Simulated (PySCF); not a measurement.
**The bond of SiIr, level by level**

The task here is to estimate one member of a computed series from the others.

Method: Si def2-TZVPP, Ir def2-TZVPP with ECP60, scalar-relativistic core potentials; program: PySCF 2.14.0.

The first run:

The job is set up so:

| Quantity | Value |
| --- | --- |
| atoms | Si, Ir |
| charge | 0 |
| basis | Si def2-TZVPP, Ir def2-TZVPP with ECP60 |
| Hamiltonian | scalar-relativistic core potentials |
| basis functions | 98 |
| electrons treated | 31 |
| masses in u | 27.9769, 192.9629 |
| levels | PBE0, PBE, r²SCAN, BHandHLYP, TPSS, M06-2X, TPSSh, LC-ωPBE, HF, MP2, SCS-MP2, CCSD, CCSD(T) |
| grid | 80 radial by 434 angular points |
| occupations | held fixed by the projection of orbital angular momentum |
| dissociation limit | Si + Ir, each in its ground configuration |
| starting distance in angstrom | 2.300 |
| values of 2S to try | 1, 3, 5, 7 |

Command:

```bash
> OMP_NUM_THREADS=2 python dia.py task.json out
```

Among the steps run: The job; The PBE0 curve of the state that the search chose; Excited determinants; PBE; r²SCAN (meta-GGA); BHandHLYP (global hybrid GGA); TPSS (meta-GGA); M06-2X; TPSSh (hybrid meta-GGA); LC-ωPBE (range-separated hybrid); ROHF (mean field); Correlated methods on the Hartree–Fock reference.

One of the session's tables, all rows but one given; the rest of the session is left out.

It belongs to the step «The curves together». Energy (eV) from each level's lowest point:

| R (Å) | ROHF | ROHF-MP2 | ROHF-SCS-MP2 | ROHF-CCSD | ROHF-CCSD(T) |
| --- | --- | --- | --- | --- | --- |
| 1.796 | 1.680 | 2.091 | 2.096 | n/a | n/a |
| 1.880 | 0.717 | 0.899 | 0.907 | 0.896 | 1.000 |
| 1.964 | 0.202 | 0.243 | 0.248 | 0.257 | 0.319 |
| 2.026 | 0.032 | 0.038 | 0.041 | 0.051 | 0.082 |
| 2.089 | 0.000 | 0.000 | 0.000 | 0.000 | 0.000 |
| 2.152 | 0.073 | 0.090 | 0.085 | 0.064 | 0.031 |
| 2.235 | 0.290 | 0.361 | 0.346 | 0.277 | 0.200 |
| 2.340 | ? | ? | ? | ? | ? |
| 2.465 | 1.256 | 1.671 | 1.607 | 1.276 | 1.061 |
| 2.632 | 2.051 | 2.899 | 2.772 | n/a | n/a |

Q: Estimate the row for R (Å) = 2.340 from the others.

Worked estimate for «ROHF». A straight line through the neighbours (2.235, 0.290) and (2.465, 1.256) gives 0.290 + (1.256 − 0.290) × (2.340 − 2.235) / (2.465 − 2.235) = 0.731; a parabola fitted to 4 rows on both sides gives 0.708.

The run gave: ROHF: 0.686; ROHF-MP2: 0.877; ROHF-SCS-MP2: 0.844; ROHF-CCSD: 0.681; ROHF-CCSD(T): 0.545. In «ROHF» the line misses by +0.045 and the parabola by +0.022.

Limits of these values: The state is the lowest single determinant that the PBE0 search found; with open d or f shells the true ground state can be another one.
